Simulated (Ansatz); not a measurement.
# ClH2O2Y: up Jacob's ladder to CCSD(T)

The task here is to estimate one member of a computed series from the others.

Program: Ansatz 0.2.0, Gaussian basis. Level of theory: functionals in def2-TZVPP, the program's frozen cores in correlated methods. These are calculated values, not measurements.

Plan: LDA (SPW92), PBE-D4, revPBE-D4, BLYP-D4, r2SCAN-D4, B97M-V, PBE0-D4, B3LYP-D4, r2SCANh-D4, r2SCAN0-D4, HSE06-D4, BHLYP-D4, CAM-B3LYP-D4, LC-ωPBE, ωB97X-V, ωB97M-V, B2PLYP, PBE-QIDH; CCSD(T)/def2-SVP; CCSD(T)/def2-TZVPP; MP2/def2-QZVPP; extrapolation to the limit; RPA on PBE.

## The relaxed structure

An earlier PBE0-D4 in a triple-zeta def2 set relaxation fixed the geometry. Y takes the def2 core potential; no spin-orbit term is included.

SMILES `[OH][Y]([OH])[Cl]`, 6 atoms, charge 0, spin multiplicity 1.

Atoms are counted from 1 here; the program's logs count them from 0.

Bond lengths: O1–Y2 2.004 Å, O1–H5 0.953 Å, Y2–O3 2.004 Å, Y2–Cl4 2.493 Å, O3–H6 0.953 Å. Angles: Y2–O1–H5 176.1°, O1–Y2–O3 119.4°, O1–Y2–Cl4 120.3°, O3–Y2–Cl4 120.3°, Y2–O3–H6 176.1°.

The first run:

Input file in.yaml:

```yaml
crystal:
  periodic: [false, false, false]
  atoms:
    - {symbol: O, position_ang: [-0.545437, 1.573108, -0.742265]}
    - {symbol: Y, position_ang: [-0.178768, -0.328668, -0.226802]}
    - {symbol: O, position_ang: [1.013801, -0.710573, 1.338073]}
    - {symbol: Cl, position_ang: [-1.195426, -2.201151, -1.520332]}
    - {symbol: H, position_ang: [-0.681656, 2.495358, -0.938090]}
    - {symbol: H, position_ang: [1.587496, -0.828074, 2.089415]}
basis:
  gaussian: {orbitals: def2-TZVPP}
hamiltonian: {xc: lda}
output: {orbitals: {seedname: orbitals}}
```

Among the steps run: LDA; PBE-D4 (GGA); revPBE-D4 (GGA); BLYP-D4 (GGA); r2SCAN-D4 (meta-GGA); B97M-V (meta-GGA); PBE0-D4 (hybrid); B3LYP-D4 (hybrid); r2SCANh-D4 (hybrid); r2SCAN0-D4 (hybrid); HSE06-D4 (hybrid); BHLYP-D4 (hybrid); CAM-B3LYP-D4 (range-separated); LC-ωPBE (range-separated); ωB97X-V (range-separated); ωB97M-V (range-separated); B2PLYP (double hybrid); PBE-QIDH (double hybrid).

One of the session's tables, all rows but one given; the rest of the session is left out.

It belongs to the step «Frontier levels by functional». 

| functional | HOMO (eV) | LUMO (eV) | gap (eV) |
| --- | --- | --- | --- |
| LDA (SPW92) | -6.99 | -2.81 | 4.18 |
| PBE-D4 | -6.81 | -2.61 | 4.20 |
| revPBE-D4 | ? | ? | ? |
| BLYP-D4 | -6.66 | -2.64 | 4.03 |
| r2SCAN-D4 | -7.16 | -2.15 | 5.02 |
| B97M-V | -7.21 | -2.42 | 4.79 |
| PBE0-D4 | -8.25 | -1.84 | 6.41 |
| B3LYP-D4 | -7.97 | -2.19 | 5.78 |
| r2SCANh-D4 | -7.70 | -1.91 | 5.79 |
| r2SCAN0-D4 | -8.49 | -1.56 | 6.94 |
| HSE06-D4 | -7.85 | -2.20 | 5.64 |
| BHLYP-D4 | -9.52 | -1.30 | 8.22 |
| CAM-B3LYP-D4 | -9.63 | -1.13 | 8.50 |
| LC-ωPBE | -11.06 | 0.12 | 11.19 |
| ωB97X-V | -10.69 | -0.08 | 10.61 |
| ωB97M-V | -10.55 | -0.52 | 10.03 |

Estimate the missing values for revPBE-D4.

As computed: HOMO (eV): -6.74; LUMO (eV): -2.48; gap (eV): 4.26. In the column «HOMO (eV)» it lies between PBE-D4 (-6.81) and BLYP-D4 (-6.66).
